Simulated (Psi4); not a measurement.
# B2O2 (diboron dioxide): MP2/aug-cc-pVDZ

What is the vertical singlet–triplet gap of B2O2 (diboron dioxide) at MP2/aug-cc-pVDZ? 

Program for the calculation: Psi4 1.11.

2 further runs of the same task are left out: 1 that didn't finish, 1 set aside as unsound or not needed.

### Step 1. Starting point

B2O2 has 4 atoms, charge 0, and is taken as a singlet. SMILES: `O=BB=O`. The coordinates come from a PBE0-D4/def2-TZVP relaxation.

Bond lengths: O1–B2 1.197 Å, B2–B3 1.640 Å, B3–O4 1.197 Å. Angles: O1–B2–B3 180.0°, B2–B3–O4 180.0°.

### Step 2. The energy at MP2/aug-cc-pVDZ

Input file b2o2.inp:

```
memory 2.2 GB

molecule mol {
  0 1
  O     -0.743090     0.459760     1.817650
  B     -0.302300     0.187070     0.739120
  B      0.302150    -0.186920    -0.739220
  O      0.743230    -0.459920    -1.817550
  units angstrom
  symmetry c1
  no_reorient
  no_com
}

set {
  puream          true
  e_convergence   1e-09
  d_convergence   1e-08
  scf_type        pk
  num_frozen_docc 4
  mp2_type        conv
}

energy_value, wavefunction = energy("mp2/aug-cc-pVDZ", return_wfn=True)
```

Launch:

```console
$ psi4 b2o2.inp b2o2.out -n 1
```

b2o2.out:

```text
[...]
  Running in c1 symmetry.
[...]
  Nuclear repulsion =   66.762222931000380
[...]
  Multiplicity = 1
[...]
  Nalpha       = 13
  Nbeta        = 13
[...]
    Number of basis functions: 92
[...]
   @RHF iter   1:  -199.01088930155387   -1.50888e+00   7.65177e-03 DIIS/ADIIS
[...]
   @RHF iter  10:  -199.20766667370123   -1.70530e-12   9.17022e-09 DIIS
[...]
    Orbital Energies [Eh]
    ---------------------
    Doubly Occupied:
       1A    -20.606811     2A    -20.606808     3A     -7.695459
       4A     -7.694680     5A     -1.369499     6A     -1.368599
       7A     -0.729480     8A     -0.667034     9A     -0.643811
      10A     -0.563577    11A     -0.563577    12A     -0.541385
      13A     -0.541385
[...]
  @RHF Final Energy:  -199.20766667370123
   => Energetics <=
    Nuclear Repulsion Energy =             66.7622229310003803
    One-Electron Energy =                -404.7555703918956169
    Two-Electron Energy =                 138.7856807871939964
    Total Energy =                       -199.2076666737012260
[...]
 Multipole Moments:
 ------------------------------------------------------------------------------------
     Multipole            Electronic (a.u.)      Nuclear  (a.u.)        Total (a.u.)
 ------------------------------------------------------------------------------------
 L = 1.  Multiply by 2.5417464519 to convert [e a0] to [Debye]
 Dipole X            :         -0.0010073            0.0006992           -0.0003081
 Dipole Y            :          0.0013314           -0.0010016            0.0003298
 Dipole Z            :         -0.0007828            0.0005669           -0.0002159
 Magnitude           :                                                    0.0005003
[...]
	SCS-MP2 Total Energy (a.u.)        :  -199.73093076306176
	SOS-MP2 Total Energy (a.u.)        :  -199.68218435327648
	SCSN-MP2 Total Energy (a.u.)       :  -199.46504771736744
[...]
	SOS-PI-MP2 Total Energy (a.u.)     :  -199.76127063320570
[...]
	MP2 Total Energy (a.u.)            :  -199.74933730270308
[...]
```

It took 7.8 s on 1 thread of Intel Xeon Platinum 8259CL at 2.50GHz (Skylake/Cascade Lake), shared host; peak memory 0.48 GiB.

### Step 3. The triplet

Input file run_ase.py:

```python
import numpy as np
from ase.calculators.psi4 import Psi4
from ase import Atoms

a = Atoms(['O', 'B', 'B', 'O'], positions=[
    [-0.743090, 0.459760, 1.817650],
    [-0.302300, 0.187070, 0.739120],
    [0.302150, -0.186920, -0.739220],
    [0.743230, -0.459920, -1.817550],
])
calc = Psi4(atoms=a, method='mp2', basis='aug-cc-pVDZ', memory='2200MB', num_threads=1, charge=0, multiplicity=3, label='b2o2', reference='uhf')
calc.psi4.set_options({'puream': True, 'e_convergence': 1e-09, 'd_convergence': 1e-08, 'scf_type': 'pk', 'num_frozen_docc': 4, 'mp2_type': 'conv', 'maxiter': 100})
a.calc = calc

print(f'energy: {a.get_potential_energy():.6f} eV')
```

Launch:

```console
$ python run_ase.py
```

b2o2.dat:

```text
[...]
  Running in c1 symmetry.
[...]
  Nuclear repulsion =   66.762222931000380
[...]
  Multiplicity = 3
[...]
  Nalpha       = 14
  Nbeta        = 12
[...]
    Number of basis functions: 92
[...]
   @UHF iter   1:  -198.68751084133135   -1.18550e+00   7.47672e-03 ADIIS/DIIS
[...]
   @UHF iter  28:  -198.89707571400425   -6.03393e-11   5.17929e-09 DIIS
[...]
   @S^2 Observed:                2.060386202E+00
[...]
    Orbital Energies [Eh]
    ---------------------
    Alpha Occupied:
       1A    -20.613920     2A    -20.613919     3A     -7.778970
       4A     -7.777860     5A     -1.382498     6A     -1.381032
       7A     -0.917020     8A     -0.680773     9A     -0.671910
      10A     -0.636098    11A     -0.596898    12A     -0.567409
      13A     -0.518542    14A     -0.337022
    Alpha Virtual:
      15A     -0.012300    16A      0.034384    17A      0.043097
      18A      0.052895    19A      0.054303    20A      0.074094
      21A      0.074937    22A      0.077517    23A      0.110097
      24A      0.196905    25A      0.198658    26A      0.207867
[...]
  @UHF Final Energy:  -198.89707571400425
   => Energetics <=
    Nuclear Repulsion Energy =             66.7622229310003803
    One-Electron Energy =                -403.8042180336578895
    Two-Electron Energy =                 138.1449193886532498
    Total Energy =                       -198.8970757140042451
  UHF NO Occupations:
  HONO-2 :   12  A 1.9778637
  HONO-1 :   13  A 1.0000000
[...]
 Multipole Moments:
 ------------------------------------------------------------------------------------
     Multipole            Electronic (a.u.)      Nuclear  (a.u.)        Total (a.u.)
 ------------------------------------------------------------------------------------
 L = 1.  Multiply by 2.5417464519 to convert [e a0] to [Debye]
 Dipole X            :         -0.0005253            0.0001644           -0.0003610
 Dipole Y            :          0.0005613           -0.0001757            0.0003855
 Dipole Z            :         -0.0003656            0.0001134           -0.0002523
 Magnitude           :                                                    0.0005853
[...]
	SCS-MP2 Total Energy (a.u.)        :  -199.39632983658399
	SOS-MP2 Total Energy (a.u.)        :  -199.34684445661227
	SCSN-MP2 Total Energy (a.u.)       :  -199.15835852025481
[...]
	SOS-PI-MP2 Total Energy (a.u.)     :  -199.42180591371360
[...]
	MP2 Total Energy (a.u.)            :  -199.42033913942601
[...]
```

The script printed:

```text
energy: -5426.503829 eV
```

Wall time 9.9 s (1 thread of Intel Xeon Platinum 8259CL at 2.50GHz (Skylake/Cascade Lake), shared host); peak memory 0.49 GiB.

### Step 4. What came out

Level: MP2/aug-cc-pVDZ, 4 core orbitals frozen.

| quantity | value |
| --- | --- |
| singlet: total energy | -199.74934 Eh |
| singlet: HOMO energy (Hartree–Fock orbitals) | -14.73 eV |
| singlet: LUMO energy (Hartree–Fock orbitals) | 0.62 eV |
| singlet: HOMO–LUMO gap (Hartree–Fock orbitals) | 15.35 eV |
| singlet: correlation energy (4 core orbitals frozen) | -541.7 mEh |
| triplet: total energy | -199.42034 Eh |
| triplet: HOMO energy (Hartree–Fock orbitals) (highest over α and β) | -9.17 eV |
| triplet: LUMO energy (Hartree–Fock orbitals) (lowest over α and β) | -6.10 eV |
| triplet: correlation energy (4 core orbitals frozen) | -523.3 mEh |
| triplet: ⟨S²⟩ of the reference determinant | 2.060 |
| vertical energy of the triplet above the singlet | 8.952 eV |

What this shows: At this shape the triplet lies 8.95 eV (864 kJ/mol) above the singlet.
